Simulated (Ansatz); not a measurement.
# Rb3HS: the cost of one run

Program: Ansatz 0.2.0. Level of theory: DFT PBEsol, scalar-relativistic, plane waves, PAW. These are calculated values, not measurements.

## (1) The structure to begin with

It takes space group Pm-3m (No. 221, cubic). The conventional cell has a = 5.740 Å, b = 5.740 Å, c = 5.740 Å, α = 90.00°, β = 90.00°, γ = 90.00°. S (site symmetry m-3m) has 12 Rb at 4.06 Å as nearest neighbours. H (site symmetry m-3m) has 6 Rb at 2.87 Å as nearest neighbours. Around Rb (site symmetry 4/mmm) lie 2 H at 2.87 Å and 4 S at 4.06 Å and 8 Rb at 4.06 Å.

Coordinates:

```cif
data_structure
_symmetry_space_group_name_H-M 'P 1'
_symmetry_Int_Tables_number 1
_cell_length_a 5.7400
_cell_length_b 5.7400
_cell_length_c 5.7400
_cell_angle_alpha 90.000
_cell_angle_beta 90.000
_cell_angle_gamma 90.000
_cell_volume 189.12
loop_
_atom_site_label
_atom_site_type_symbol
_atom_site_fract_x
_atom_site_fract_y
_atom_site_fract_z
_atom_site_occupancy
S1 S 0.00000 0.00000 0.00000 1
H1 H 0.50000 0.50000 0.50000 1
Rb1 Rb 0.50000 0.50000 0.00000 1
Rb2 Rb 0.50000 0.00000 0.50000 1
Rb3 Rb 0.00000 0.50000 0.50000 1
```

The cell was made up by rule, so the compound may not exist in this form.

This is a trial structure, the antiperovskite prototype, and another one may lie lower.

## (2) Coarse point 1 of the search for the rest volume

input.yaml reads:

```yaml
crystal:
  lattice:
    - [5.74, 0.0, 0.0]
    - [0.0, 5.74, 0.0]
    - [0.0, 0.0, 5.74]
  atoms:
    - { symbol: S, position: [0.0, 0.0, 0.0] }
    - { symbol: H, position: [0.5, 0.5, 0.5] }
    - { symbol: Rb, position: [0.5, 0.5, 0.0] }
    - { symbol: Rb, position: [0.5, 0.0, 0.5] }
    - { symbol: Rb, position: [0.0, 0.5, 0.5] }
basis:
  ecutwfc: 420
kpoints:
  mp_grid: { grid: [4, 4, 4] }
hamiltonian:
  xc: pbesol
scf:
  occupations: { method: gaussian, width: 0.05 }
output:
  forces: true
  stress: true
  eigenvalues: true
```

The run is started by

```sh
ansatz run input.yaml --threads 1 --pin off --max-ram 1228MiB --backend cpu --events-out ev --progress --plain --runs-dir out
```

**Question.** How long does this run take on 1 thread of Intel Xeon 6975P-C (Granite Rapids), shared host, and how much memory does it need?

About 1.3 s, with a peak of 0.41 GiB.
